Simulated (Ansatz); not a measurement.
**FH3OSi + NH3: a complex and its separated parts**

Aim: how far the complex at one end of a reaction step lies below its separated, relaxed parts, level by level.

Computed with Ansatz 0.2.0, Gaussian basis. Level: PBE0-D4/def2-TZVP structures, single points in def2-TZVPP, no counterpoise correction.

Levels: SPW92, PBE-D4, BLYP-D4, r2SCAN-D4, B97M-V, PBE0-D4, B3LYP-D4, r2SCAN0-D4, BHLYP-D4, CAM-B3LYP-D4, wB97X-V, wB97M-V, B2PLYP, PBE-QIDH, RPA on PBE, Hartree-Fock, MP2, CCSD, CCSD(T).

Cores are frozen in the correlated methods. B3LYP uses VWN-RPA correlation. B2PLYP carries no dispersion term here.

21 further runs of the same task are left out: 21 set aside as unsound or not needed.

## Step 1: Starting geometry

The complex: 10 atoms, charge 0, spin multiplicity 1.

Atoms are counted from 1 here; the program's logs count them from 0.

Bond lengths: Si1–F2 1.606 Å, Si1–H3 1.479 Å, Si1–H4 1.471 Å, Si1–O5 1.648 Å, O5–H8 0.958 Å, H6–N7 1.013 Å, N7–H9 1.013 Å, N7–H10 1.013 Å. Angles: F2–Si1–H3 109.1°, F2–Si1–H4 112.5°, F2–Si1–O5 106.2°, H3–Si1–H4 118.2°, H3–Si1–O5 107.9°, H4–Si1–O5 102.1°, Si1–O5–H8 117.9°, H6–N7–H9 107.8°, H6–N7–H10 107.2°, H9–N7–H10 107.7°.

Geometry (Å):

```xyz
10

Si   -0.0182    0.1381    0.9292
F     1.4810    0.3854    0.4096
H    -0.3850   -1.2756    0.6939
H    -0.9496    1.1825    0.4754
O     0.0124    0.3877    2.5576
H     0.4685   -0.8533   -2.0375
N    -0.1874   -0.1311   -1.7657
H     0.5174   -0.2238    3.0947
H    -1.0805   -0.3488   -2.1906
H     0.1411    0.7391   -2.1666
```

Its parts: FH3OSi holds atoms 1, 2, 3, 4, 5, 8; NH3 holds atoms 6, 7, 9, 10. Each part counts its atoms afresh in its own runs.

## Step 2: Relaxing FH3OSi alone

File relax-a/in.yaml:

```yaml
crystal:
  periodic: [false, false, false]
  atoms:
    - {symbol: Si, position_ang: [-0.018186, 0.138110, 0.929195]}
    - {symbol: F, position_ang: [1.481018, 0.385359, 0.409565]}
    - {symbol: H, position_ang: [-0.384950, -1.275643, 0.693862]}
    - {symbol: H, position_ang: [-0.949575, 1.182456, 0.475354]}
    - {symbol: O, position_ang: [0.012392, 0.387692, 2.557626]}
    - {symbol: H, position_ang: [0.517450, -0.223825, 3.094676]}
basis:
  gaussian: {orbitals: def2-TZVP}
hamiltonian: {xc: pbe0, dispersion: d4}
relax: {f_tol: 0.005, max_steps: 200}
```

No record of the launch command was kept for these runs.

After this run come: Relaxing NH3 alone; wB97M-V/def2-TZVPP; CCSD(T)/def2-TZVPP; Vibrations of FH3OSi; Vibrations of NH3.

**Question.** What will these runs give? Wanted: complex less parts, CCSD(T)/def2-TZVPP; with zero-point energy; largest T1 diagnostic.

The runs gave:

```
                              quantity      value
complex less parts, CCSD(T)/def2-TZVPP  -0.171 eV
                with zero-point energy  -0.100 eV
                 largest T1 diagnostic      0.011
```

In words: At CCSD(T) the complex lies 0.171 eV below its parts. The functionals run from PBE-QIDH, off by -0.006 eV, to SPW92, off by -0.198 eV, against CCSD(T). Mean unsigned error by rung: LDA 0.198, GGA 0.035, meta-GGA 0.027, hybrid 0.027, range-separated hybrid 0.030, double hybrid 0.024 eV. PBE-D4 gives a relative energy 0.056 eV too low, outside chemical accuracy (1 kcal/mol, 0.043 eV). No counterpoise was applied, and triple zeta lacks some correlation, so the CCSD(T) reference has a basis error of its own, and close matches with it are partly luck.
